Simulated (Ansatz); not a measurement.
# CHClSe: an energy map over bond length Cl1–C2 and bond length C2–Se3

Aim: map the energy of CHClSe, SMILES ClC=[Se] over two coordinates, and find its wells, ridges and stiffness.

Computed with Ansatz 0.2.0. Level: RKS B3LYP-D4/def2-TZVP.

## Step 1: The system as given

SMILES `ClC=[Se]`, 4 atoms, charge 0, spin multiplicity 1.

Atoms are counted from 1 here; the program's logs count them from 0.

Bond lengths: Cl1–C2 1.735 Å, C2–Se3 1.759 Å, C2–H4 1.106 Å. Angles: Cl1–C2–Se3 126.7°, Cl1–C2–H4 110.3°, Se3–C2–H4 123.0°.

As a file:

```xyz
4
CHClSe
Cl   -1.4973   -0.5661    0.7392
C    -0.0557    0.0176   -0.0303
Se    1.5930   -0.5066    0.2882
H    -0.3072    0.7926   -0.7777
```

## Step 3: The grid

- bond length Cl1–C2: 15 values from 1.415 to 2.588 Å
- bond length C2–Se3: 15 values from 1.539 to 2.186 Å

Nothing else is relaxed (all other coordinates rigid). Energies count from the relaxed molecule at the same level. Points are written as (first, second).

(The set-up runs are not shown.)

## Step 4: The run at (1.750 Å, 1.724 Å)

File input.yaml:

```yaml
crystal:
  periodic: [false, false, false]
  atoms:
    - { symbol: Cl, position_ang: [-1.488236, -0.561927, 0.733915] }
    - { symbol: C, position_ang: [-0.036603, 0.029254, -0.044397] }
    - { symbol: Se, position_ang: [1.578303, -0.486239, 0.269484] }
    - { symbol: H, position_ang: [-0.281995, 0.789101, -0.777412] }
basis:
  gaussian: { orbitals: def2-TZVP }
hamiltonian:
  xc: { name: B3LYP }
  dispersion: d4
output:
  forces: true
```

The run is started by

```sh
$ ansatz run input.yaml --threads 1 --pin off --max-ram 2560MiB --backend cpu --events-out ev --progress --plain --runs-dir out
```

The session goes on with these runs: the other points that were computed.

Q: Predict the outcome of this session. Wanted: lowest point; highest computed point; dipole moment; largest force on an atom.

As calculated:

| quantity | value |
| --- | --- |
| lowest point | (1.750 Å, 1.724 Å), 1.4 kJ/mol |
| highest computed point | (2.588 Å, 2.186 Å), 427 kJ/mol above the lowest |
| dipole moment (D) | 0.91 at (1.666 Å, 1.539 Å) to 5.96 at (2.588 Å, 1.539 Å); 1.02 at the lowest point |
| largest force on an atom (eV/Å) | 0.8 at (1.750 Å, 1.770 Å) to 17.5 at (1.415 Å, 1.539 Å); 0.9 at the lowest point |
| time for the whole task | 26 min on 1 thread, shared host |

**Reading.** The lowest computed point is at (1.750 Å, 1.724 Å), 1.4 kJ/mol from the relaxed molecule at the same level. No other kind of well shows on this grid. The highest computed point, (2.588 Å, 2.186 Å), lies 427 kJ/mol above the lowest. Round the minimum the valley is somewhat tilted: raising bond length Cl1–C2 shifts the best value of bond length C2–Se3 downwards (coupling k₁₂/√(k₁₁k₂₂) about 0.2).
